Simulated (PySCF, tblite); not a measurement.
**C₅H₇AlFN: geometry, infrared bands and NMR shifts**

Wanted: the infrared bands and NMR shifts of C₅H₇AlFN (`Fc1cc[n+]([AlH3-])cc1`), by calculation.

Programs: tblite 0.8.0 and PySCF 2.14.0, with density-fitted response routines of our own. Each step states its level of theory. These are calculated values for one molecule in the gas phase, unless marked as measured. Atoms count from 0, in the outputs and in this text.

**1. Starting geometry**

15 atoms, charge 0, multiplicity 1; geometry from: force field or distance geometry start.

Bonds of the start (Å): F0–C1 1.36, C1–C2 1.40, C2–C3 1.39, C3–N4 1.33, N4–Al5 1.93, N4–C6 1.35, C6–C7 1.39, C7–C1 1.40, C2–H8 1.08, C3–H9 1.10, Al5–H10 1.60, Al5–H11 1.59, Al5–H12 1.62, C6–H13 1.07, C7–H14 1.10.

**2. Relaxing the molecule with GFN2-xTB**

What the job is given:

```
{"job": {"kind": "relax", "xc": "GFN2-xTB", "basis": "xTB"}, "charge": 0, "multiplicity": 1}
F     -3.517400     0.448200     0.087800
C     -2.168500     0.279400     0.042000
C     -1.619100    -0.974800     0.334400
C     -0.241800    -1.109700     0.276500
N      0.530100    -0.061500    -0.017400
Al     2.441000    -0.311900    -0.078500
C      0.040700     1.165400    -0.304500
C     -1.338300     1.359800    -0.262400
H     -2.272600    -1.805200     0.578200
H      0.194800    -2.087800     0.505400
H      3.223700     1.082400     0.022400
H      2.843400    -1.121600    -1.380800
H      2.940700    -1.173200     1.205300
H      0.710300     1.967100    -0.544200
H     -1.771300     2.351300    -0.486000
```

Launch:

```console
$ OMP_NUM_THREADS=1 python probes_run.py task.json out
```

One launch serves the whole session: the jobs run in the order shown.

**Question.** This job is followed by: GFN2-xTB harmonic vibrations, gas phase; GIAO PBE0/pcSseg-1 NMR shielding, non-relativistic, gas phase. What will the session give for the following? strongest single infrared mode (GFN2-xTB); zero-point energy (GFN2-xTB); 13C shifts against TMS (PBE0/pcSseg-1, means over atoms taken as alike); 1H shifts against TMS (PBE0/pcSseg-1, means over atoms taken as alike); 19F shifts against CFCl3 (PBE0/pcSseg-1); 15N shifts against NH3 (PBE0/pcSseg-1); 27Al shifts against AlH4- (PBE0/pcSseg-1).

As calculated:

| quantity | value |
| --- | --- |
| strongest single infrared mode (GFN2-xTB) | 779 cm⁻¹, 532 km/mol |
| zero-point energy (GFN2-xTB) | 61.2 kcal/mol |
| 13C shifts against TMS (PBE0/pcSseg-1, means over atoms taken as alike) | 181.8, 158.1, 118.6 ppm |
| 1H shifts against TMS (PBE0/pcSseg-1, means over atoms taken as alike) | 9.25, 7.43, 4.55 ppm |
| 19F shifts against CFCl3 (PBE0/pcSseg-1) | -91.7 ppm |
| 15N shifts against NH3 (PBE0/pcSseg-1) | 278.6 ppm |
| 27Al shifts against AlH4- (PBE0/pcSseg-1) | 74.9 ppm |

Relaxing lowered the energy by 0.537 eV in 80 steps; the close pair that moved most is N4–Al5, from 1.928 to 2.000 Å. All 39 modes are real, so the xTB geometry is a minimum. The strongest single mode, at 779 cm⁻¹, has its largest shares on H12, H10 and H11 (the list is cut at 3 atoms). GFN2-xTB is a fitted tight-binding method: band positions and strengths are rough. Its intensities can rank the bands wrongly. At PBE0/pcSseg-1: The largest span, 466 ppm, is at N4, where the paramagnetic term is -342 ppm. NICS(1)zz of -26 ppm above the planar ring from C1 marks a diatropic (aromatic) ring current.
